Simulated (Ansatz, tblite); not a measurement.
# The cluster Ge4H5: isomers from a random search, part 2 of 2

Which shape does the cluster Ge4H5 prefer? Candidates from a tight-binding search are relaxed and compared.

Ansatz 0.2.0, Gaussian basis; relaxed with r2SCAN-D4/def2-SVP, doublet. The steps go on from the part before.

## 10. Candidate B, r2SCAN-D4/def2-TZVP

in.yaml

```yaml
crystal:
  periodic: [false, false, false]
  atoms:
    - {symbol: Ge, position_ang: [-2.001242, 0.896970, -0.346271]}
    - {symbol: Ge, position_ang: [0.342258, 1.567686, -0.072514]}
    - {symbol: Ge, position_ang: [1.480457, -0.613970, -0.002920]}
    - {symbol: Ge, position_ang: [-0.859748, -1.292248, -0.233413]}
    - {symbol: H, position_ang: [2.082167, -1.164015, 1.301575]}
    - {symbol: H, position_ang: [-3.047920, 0.996328, 0.801408]}
    - {symbol: H, position_ang: [-1.016781, -1.231886, 1.345257]}
    - {symbol: H, position_ang: [0.525458, 1.599874, -1.644977]}
    - {symbol: H, position_ang: [2.495352, -0.758750, -1.148145]}
basis:
  gaussian: {orbitals: def2-TZVP, initial_orbitals: start.molden}
magnetization: {spin_polarized: true, initial_magnetization: 1}
hamiltonian: {xc: r2scan, dispersion: d4}
scf: {omitted_lower_state_checks: [starts]}
output: {orbitals: {seedname: orbitals}}
```

Run with:

```console
$ ansatz run in.yaml --threads 4 --pin off --events-out ev --progress --plain --max-ram 4787MiB
```

The log of the run:

```text
Functional definition: r2SCAN
  name "r2SCAN"
  cite "Furness, Kaplan, Ning, Perdew & Sun, J. Phys. Chem. Lett. 11, 8208 (2020) doi:10.1021/acs.jpclett.0c02405"
  cite "Furness, Kaplan, Ning, Perdew & Sun, J. Phys. Chem. Lett. 11, 9248 (2020) doi:10.1021/acs.jpclett.0c03077"
  parent r2scan
  parameter k0 = 0.174
  parameter k1 = 0.065
  parameter a1 = 4.9479
  exchange = r2scan_x(k0 = k0, k1 = k1, a1 = a1)
  correlation = r2scan_c
these checks for a lower state are left out or cut short: starts
1652 factors; their error is unknown
mean field evaluation 1: about -226152.7028 eV, gradient 7.8e0 eV
mean field evaluation 2: about -226152.7893 eV, gradient 1.2e-1 eV
mean field evaluation 4: about -226152.7540 eV, gradient 6.0e-4 eV
mean field -226152.75401029 eV, -8310.9604180357 hartree, gradient 1.1e-5 eV, S^2 0.757113; 0 other end points of the search recorded, 0 dependent functions left out
reference -226152.75402469 eV, -8310.9604185649 hartree; 67, 66 occupied and 155, 156 virtual orbitals, 1652 factors
Total energy: -226152.82323631 eV, -8310.9629620451 hartree
Checks for a lower state left out: starts
```

Wall time 15 s (4 threads of Arm Neoverse V1, shared host).

Report: HOMO -5.58 eV, LUMO -3.92 eV (over both spins); ⟨S²⟩ 0.757 (pure: 0.75).

## 11. Candidate B, LDA/def2-TZVP

in.yaml, as its differences from that of step 10:

```diff
@@ -15,3 +15,3 @@
 magnetization: {spin_polarized: true, initial_magnetization: 1}
-hamiltonian: {xc: r2scan, dispersion: d4}
+hamiltonian: {xc: lda}
 scf: {omitted_lower_state_checks: [starts]}
```

The command is unchanged.

The log of the run:

```text
Functional definition: SPW92
  name "SPW92"
  cite "Dirac, Proc. Camb. Phil. Soc. 26, 376 (1930) doi:10.1017/S0305004100016108"
  cite "Slater, Phys. Rev. 81, 385 (1951) doi:10.1103/PhysRev.81.385"
  cite "Perdew & Wang, Phys. Rev. B 45, 13244 (1992) doi:10.1103/PhysRevB.45.13244"
  exchange = slater_x
  correlation = pw_c
these checks for a lower state are left out or cut short: starts
1652 factors; their error is unknown
mean field evaluation 1: about -225808.8746 eV, gradient 2.9e1 eV
mean field evaluation 2: about -225809.3807 eV, gradient 8.8e-1 eV
mean field evaluation 4: about -225809.3444 eV, gradient 4.5e-2 eV
mean field -225809.34447094 eV, -8298.3403502360 hartree, gradient 8.2e-5 eV, S^2 0.752089; 0 other end points of the search recorded, 0 dependent functions left out
reference -225809.34451035 eV, -8298.3403516843 hartree; 67, 66 occupied and 155, 156 virtual orbitals, 1652 factors
Total energy: -225809.34451035 eV, -8298.3403516843 hartree
Checks for a lower state left out: starts
```

Wall time 2.8 s (4 threads of Arm Neoverse V1, shared host).

Report: HOMO -5.23 eV, LUMO -4.50 eV (over both spins); ⟨S²⟩ 0.752 (pure: 0.75).

## 12. Candidate B, MP2/def2-TZVP

in.yaml, as its differences from that of step 11:

```diff
@@ -15,3 +15,3 @@
 magnetization: {spin_polarized: true, initial_magnetization: 1}
-hamiltonian: {xc: lda}
+correlation: {method: mp2}
 scf: {omitted_lower_state_checks: [starts]}
```

Launched as before.

The log of the run:

```text
Functional definition: HF
  name "HF"
  cite "Fock, Z. Phys. 61, 126 (1930) doi:10.1007/BF01340294"
  parent pbe
  exchange = exact_x
  correlation = 0
these checks for a lower state are left out or cut short: starts
1556 factors; integrals over basis functions are off by at most 9.9e-4 eV
mean field evaluation 1: about -225970.7087 eV, gradient 3.2e1 eV
mean field evaluation 2: about -225972.1801 eV, gradient 1.8e0 eV
mean field evaluation 4: about -225972.3774 eV, gradient 1.4e-1 eV
mean field evaluation 8: about -225972.3836 eV, gradient 1.6e-4 eV
mean field -225972.38360097 eV, -8304.3319277526 hartree, gradient 2.5e-6 eV, S^2 1.268024; 0 other end points of the search recorded, 0 dependent functions left out
36 core orbitals not correlated: weight in the atoms' cores, before any rotation towards them, 1.000 or more for the frozen orbitals, at most 0.000 for the correlated occupied ones
reference -225972.38360097 eV, -8304.3319277526 hartree; 31, 30 occupied and 155, 156 virtual orbitals, 1556 factors
second order -26.22691966 eV of doubles, -0.00000000 eV of singles
Total energy: -225998.61052063 eV, -8305.2957492728 hartree
Checks for a lower state left out: starts
```

Run time: 15 s. Hardware: 4 threads of Arm Neoverse V1, shared host; peak memory 0.98 GiB.

Hartree-Fock HOMO -8.32 eV, LUMO 0.17 eV (over both spins); ⟨S²⟩ 1.268 (pure: 0.75). Doubts: spin contamination.

## 13. Candidate C, GFN1-xTB

Tight binding, by tblite at 300 K electronic temperature and without a spin-polarisation term:

```python
tblite.interface.Calculator('GFN1-xTB', numbers, positions, charge=0, uhf=1).singlepoint()
```

Energy -253.8151 eV; 0.008 s.

## 14. Candidate C, GFN2-xTB

Tight binding, by tblite at 300 K electronic temperature and without a spin-polarisation term:

```python
tblite.interface.Calculator('GFN2-xTB', numbers, positions, charge=0, uhf=1).singlepoint()
```

Energy -278.5093 eV; 0.007 s.

## 15. Candidate C, PBE0-D4/def2-TZVP

in.yaml

```yaml
crystal:
  periodic: [false, false, false]
  atoms:
    - {symbol: Ge, position_ang: [1.056448, -1.588151, 0.942789]}
    - {symbol: Ge, position_ang: [-1.578507, 0.573354, -0.183820]}
    - {symbol: Ge, position_ang: [-0.005276, -0.995547, -1.172814]}
    - {symbol: Ge, position_ang: [0.321813, 0.706599, 1.327972]}
    - {symbol: H, position_ang: [2.573135, -1.915858, 0.967374]}
    - {symbol: H, position_ang: [-2.808870, -0.100358, 0.435760]}
    - {symbol: H, position_ang: [1.369777, 1.585595, 0.562851]}
    - {symbol: H, position_ang: [1.047904, -0.089058, -1.897644]}
    - {symbol: H, position_ang: [-1.976424, 1.823435, -0.982467]}
basis:
  gaussian: {orbitals: def2-TZVP, initial_orbitals: start.molden}
magnetization: {spin_polarized: true, initial_magnetization: 1}
hamiltonian: {xc: pbe0, dispersion: d4}
scf: {omitted_lower_state_checks: [starts]}
output: {orbitals: {seedname: orbitals}}
```

Same command.

The log of the run, cut to the lines that bear on the results:

```text
Functional definition: PBE0
  name "PBE0"
  cite "Adamo & Barone, J. Chem. Phys. 110, 6158 (1999) doi:10.1063/1.478522"
  cite "Perdew, Burke & Ernzerhof, Phys. Rev. Lett. 77, 3865 (1996) doi:10.1103/PhysRevLett.77.3865"
  parent pbe
[...]
1557 factors; integrals over basis functions are off by at most 9.2e-4 eV
[...]
mean field -226125.40402241 eV, -8309.9553245195 hartree, gradient 2.6e-5 eV, S^2 0.753967; 0 other end points of the search recorded, 0 dependent functions left out
reference -226125.40405449 eV, -8309.9553256988 hartree; 67, 66 occupied and 155, 156 virtual orbitals, 1557 factors
Total energy: -226125.68614645 eV, -8309.9656923869 hartree
Checks for a lower state left out: starts
```

Wall time 13 s (4 threads of Arm Neoverse V1, shared host); peak memory 1 GiB.

HOMO -6.16 eV, LUMO -3.28 eV (over both spins); ⟨S²⟩ 0.754 (pure: 0.75).

## 16. Candidate C, PBE-D4/def2-TZVP

in.yaml, as its differences from that of step 15:

```diff
@@ -15,4 +15,4 @@
 magnetization: {spin_polarized: true, initial_magnetization: 1}
-hamiltonian: {xc: pbe0, dispersion: d4}
+hamiltonian: {xc: pbe, dispersion: d4}
 scf: {omitted_lower_state_checks: [starts]}
-output: {orbitals: {seedname: orbitals}}
+output: {forces: true, orbitals: {seedname: orbitals}}
```

Same command.

The log of the run, cut to the lines that bear on the results:

```text
Functional definition: PBE
  name "PBE"
  cite "Perdew, Burke & Ernzerhof, Phys. Rev. Lett. 77, 3865 (1996) doi:10.1103/PhysRevLett.77.3865"
  parent pbe
[...]
1652 factors; their error is unknown
[...]
mean field -226119.65372708 eV, -8309.7440050641 hartree, gradient 1.3e-5 eV, S^2 0.752982; 0 other end points of the search recorded, 0 dependent functions left out
[...]
reference -226119.65376926 eV, -8309.7440066140 hartree; 67, 66 occupied and 155, 156 virtual orbitals, 1652 factors
Total energy: -226119.98219375 eV, -8309.7560759914 hartree
Atom 0 at     1.056448    -1.588151     0.942789 Å, force    -0.101415    -0.128329     0.100360 eV/Å
Atom 1 at    -1.578507     0.573354    -0.183820 Å, force    -0.000495     0.023781    -0.016149 eV/Å
Atom 2 at    -0.005276    -0.995547    -1.172814 Å, force    -0.105883    -0.215412    -0.165913 eV/Å
Atom 3 at     0.321813     0.706599     1.327972 Å, force    -0.048050     0.084905     0.275239 eV/Å
Atom 4 at     2.573135    -1.915858     0.967374 Å, force     0.216276    -0.050499     0.006128 eV/Å
Atom 5 at    -2.808870    -0.100358     0.435760 Å, force    -0.160383    -0.075974     0.072641 eV/Å
Atom 6 at     1.369777     1.585595     0.562851 Å, force     0.128141     0.110094    -0.090884 eV/Å
Atom 7 at     1.047904    -0.089058    -1.897644 Å, force     0.127998     0.109323    -0.091974 eV/Å
Atom 8 at    -1.976424     1.823435    -0.982467 Å, force    -0.056189     0.142112    -0.089449 eV/Å
Dipole moment:    -0.068387    -0.000512     0.009309 e Å
Checks for a lower state left out: starts
```

Run time: 7 s. Hardware: 4 threads of Arm Neoverse V1, shared host.

HOMO -5.20 eV, LUMO -4.13 eV (over both spins); ⟨S²⟩ 0.753 (pure: 0.75).

## 17. Candidate C, r2SCAN-D4/def2-TZVP

in.yaml, as its differences from that of step 16:

```diff
@@ -15,4 +15,4 @@
 magnetization: {spin_polarized: true, initial_magnetization: 1}
-hamiltonian: {xc: pbe, dispersion: d4}
+hamiltonian: {xc: r2scan, dispersion: d4}
 scf: {omitted_lower_state_checks: [starts]}
-output: {forces: true, orbitals: {seedname: orbitals}}
+output: {orbitals: {seedname: orbitals}}
```

Launched as before.

The log of the run:

```text
Functional definition: r2SCAN
  name "r2SCAN"
  cite "Furness, Kaplan, Ning, Perdew & Sun, J. Phys. Chem. Lett. 11, 8208 (2020) doi:10.1021/acs.jpclett.0c02405"
  cite "Furness, Kaplan, Ning, Perdew & Sun, J. Phys. Chem. Lett. 11, 9248 (2020) doi:10.1021/acs.jpclett.0c03077"
  parent r2scan
  parameter k0 = 0.174
  parameter k1 = 0.065
  parameter a1 = 4.9479
  exchange = r2scan_x(k0 = k0, k1 = k1, a1 = a1)
  correlation = r2scan_c
these checks for a lower state are left out or cut short: starts
1652 factors; their error is unknown
mean field evaluation 1: about -226152.9976 eV, gradient 7.8e0 eV
mean field evaluation 2: about -226153.0828 eV, gradient 1.3e-1 eV
mean field evaluation 4: about -226153.0483 eV, gradient 3.1e-4 eV
mean field -226153.04829298 eV, -8310.9712327253 hartree, gradient 2.0e-5 eV, S^2 0.755803; 0 other end points of the search recorded, 0 dependent functions left out
reference -226153.04830762 eV, -8310.9712332632 hartree; 67, 66 occupied and 155, 156 virtual orbitals, 1652 factors
Total energy: -226153.11721715 eV, -8310.9737656417 hartree
Checks for a lower state left out: starts
```

Wall time 15 s (4 threads of Arm Neoverse V1, shared host).

Report: HOMO -5.55 eV, LUMO -3.83 eV (over both spins); ⟨S²⟩ 0.756 (pure: 0.75).

## 18. Candidate C, LDA/def2-TZVP

in.yaml, as its differences from that of step 17:

```diff
@@ -15,3 +15,3 @@
 magnetization: {spin_polarized: true, initial_magnetization: 1}
-hamiltonian: {xc: r2scan, dispersion: d4}
+hamiltonian: {xc: lda}
 scf: {omitted_lower_state_checks: [starts]}
```

The command is unchanged.

The log of the run:

```text
Functional definition: SPW92
  name "SPW92"
  cite "Dirac, Proc. Camb. Phil. Soc. 26, 376 (1930) doi:10.1017/S0305004100016108"
  cite "Slater, Phys. Rev. 81, 385 (1951) doi:10.1103/PhysRev.81.385"
  cite "Perdew & Wang, Phys. Rev. B 45, 13244 (1992) doi:10.1103/PhysRevB.45.13244"
  exchange = slater_x
  correlation = pw_c
these checks for a lower state are left out or cut short: starts
1652 factors; their error is unknown
mean field evaluation 1: about -225809.1535 eV, gradient 2.9e1 eV
mean field evaluation 2: about -225809.6618 eV, gradient 9.0e-1 eV
mean field evaluation 4: about -225809.6236 eV, gradient 4.5e-2 eV
mean field evaluation 8: about -225809.6236 eV, gradient 2.6e-5 eV
mean field -225809.62362734 eV, -8298.3506090444 hartree, gradient 2.6e-5 eV, S^2 0.751799; 0 other end points of the search recorded, 0 dependent functions left out
reference -225809.62366612 eV, -8298.3506104698 hartree; 67, 66 occupied and 155, 156 virtual orbitals, 1652 factors
Total energy: -225809.62366612 eV, -8298.3506104698 hartree
Checks for a lower state left out: starts
```

It took 3 s on 4 threads of Arm Neoverse V1, shared host.

HOMO -5.23 eV, LUMO -4.46 eV (over both spins); ⟨S²⟩ 0.752 (pure: 0.75).

## 19. Candidate C, MP2/def2-TZVP

in.yaml, as its differences from that of step 18:

```diff
@@ -15,3 +15,3 @@
 magnetization: {spin_polarized: true, initial_magnetization: 1}
-hamiltonian: {xc: lda}
+correlation: {method: mp2}
 scf: {omitted_lower_state_checks: [starts]}
```

Same command.

The log of the run:

```text
Functional definition: HF
  name "HF"
  cite "Fock, Z. Phys. 61, 126 (1930) doi:10.1007/BF01340294"
  parent pbe
  exchange = exact_x
  correlation = 0
these checks for a lower state are left out or cut short: starts
1557 factors; integrals over basis functions are off by at most 9.2e-4 eV
mean field evaluation 1: about -225971.0676 eV, gradient 3.2e1 eV
mean field evaluation 2: about -225972.5360 eV, gradient 1.8e0 eV
mean field evaluation 4: about -225972.5877 eV, gradient 6.9e-2 eV
mean field evaluation 8: about -225972.7455 eV, gradient 6.1e-3 eV
mean field -225972.74552491 eV, -8304.3452282121 hartree, gradient 2.8e-6 eV, S^2 1.275441; 0 other end points of the search recorded, 0 dependent functions left out
36 core orbitals not correlated: weight in the atoms' cores, before any rotation towards them, 1.000 or more for the frozen orbitals, at most 0.000 for the correlated occupied ones
reference -225972.74552491 eV, -8304.3452282121 hartree; 31, 30 occupied and 155, 156 virtual orbitals, 1557 factors
second order -26.20956002 eV of doubles, -0.00000000 eV of singles
Total energy: -225998.95508493 eV, -8305.3084117773 hartree
Checks for a lower state left out: starts
```

It took 16 s on 4 threads of Arm Neoverse V1, shared host; peak memory 0.98 GiB.

From the report: Hartree-Fock HOMO -8.23 eV, LUMO 0.40 eV (over both spins); ⟨S²⟩ 1.275 (pure: 0.75). Doubts: spin contamination.

## 20. B against A

The energies of A at these levels come from its own runs, whose logs aren't repeated here.

```tsv
level	B above A (kcal/mol)	time
GFN1-xTB	+5.6	0.014 s
GFN2-xTB	-1.1	0.012 s
HF/def2-TZVP†	+9.8	
LDA/def2-TZVP	+9.3	5.8 s
PBE-D4/def2-TZVP	+8.6	14 s
r2SCAN-D4/def2-TZVP	+9.3	30 s
PBE0-D4/def2-TZVP	+9.5	29 s
MP2/def2-TZVP†	+10.8	32 s
```

Times add the two runs; a level without a time comes out of a correlated run. † marks a level with a doubtful state (flagged, unstable, out of aufbau order, or strongly spin-contaminated); such levels are left out of the summary.

## 21. C against A

The energies of A at these levels come from its own runs, whose logs aren't repeated here.

```tsv
level	C above A (kcal/mol)	time
GFN1-xTB	+7.1	0.015 s
GFN2-xTB	+6.9	0.013 s
HF/def2-TZVP†	+1.5	
LDA/def2-TZVP	+2.9	6 s
PBE-D4/def2-TZVP	+3.1	14 s
r2SCAN-D4/def2-TZVP	+2.5	30 s
PBE0-D4/def2-TZVP	+2.7	25 s
MP2/def2-TZVP†	+2.8	33 s
```

Times add the two runs; a level without a time comes out of a correlated run. † marks a level with a doubtful state (flagged, unstable, out of aufbau order, or strongly spin-contaminated); such levels are left out of the summary.

## 22. Outcome

What follows sums up all 2 parts.

| quantity | value |
| --- | --- |
| B above A, range of the levels free of doubt, tight binding aside | +8.6 to +9.5 kcal/mol |
| levels that put B lower | GFN2-xTB |
| C above A, range of the levels free of doubt, tight binding aside | +2.5 to +3.1 kcal/mol |
| levels that put C lower | none |

In words: The levels disagree on B and A: 1 of 6 put B lower. All levels free of doubt put A (Cs) below C (Cs), by 2.5 to 7.1 kcal/mol. The search was small, so a lower isomer may exist. Only doublets are compared; another spin may lie lower and prefer another shape.
